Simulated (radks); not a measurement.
**Ionisation of Sn: one atom, several choices of relativity**

One table from this session's results is given with a row withheld; the runs are named, their logs left out.

Program: radks (a radial shooting solver on a logarithmic mesh, Libxc functionals) version 1. Level of theory: Kohn-Sham, PBEsol, spin-unpolarised, spherical densities. These are calculated values, not measurements, unless marked.

### What is computed

| Quantity | Value |
| --- | --- |
| element | tin (Z = 50) |
| charge | 0 |
| electrons | 50 |
| configuration | [Kr] 4d10 5s2 5p2 |
| ion | Sn⁺, [Kr] 4d10 5s2 5p1 |
| choices | non-relativistic; scalar-relativistic; Dirac, 2j+1 shares; Dirac, low j first; scalar-relativistic, finite nucleus; Dirac, 2j+1 shares, finite nucleus; Dirac, c × 1.5; Dirac, c × 1.25; Dirac, c × 0.75 |

The first run:

Input:

```text
Z 50
configuration [Kr] 4d10 5s2 5p2 6s0 4f0
relativity non-relativistic
functional pbe_sol,pbe_sol
spin unpolarised
nucleus point
```

Among the steps run: non-relativistic: Sn.

One of the session's tables, all rows but one given; the rest of the session is left out.

It belongs to the step «non-relativistic: Sn». Sizes of the orbitals, from the radial functions (bohr):

```
level     <r>  outermost maximum (interpolated)  90 % within  nodes
   3s       ?                                 ?            ?      ?
   3p  0.3438                             0.307        0.515      1
   3d  0.3148                             0.252        0.495      0
   4s  0.8490                             0.772         1.23      3
   4p  0.8991                             0.800         1.32      2
   4d   1.089                             0.882         1.69      1
   5s   2.494                              2.10         3.71      4
   5p   3.243                              2.58         4.98      3
```

Q: Estimate the row for 3s from the others.

**Answer.** <r>: 0.3528; outermost maximum (interpolated): 0.320; 90 % within: 0.518; nodes: 2. In the column «<r>» it lies between 3p (0.3438) and 4s (0.8490).

Caveats from the session: Spin polarisation and multiplet splitting of open shells are left out at every level.
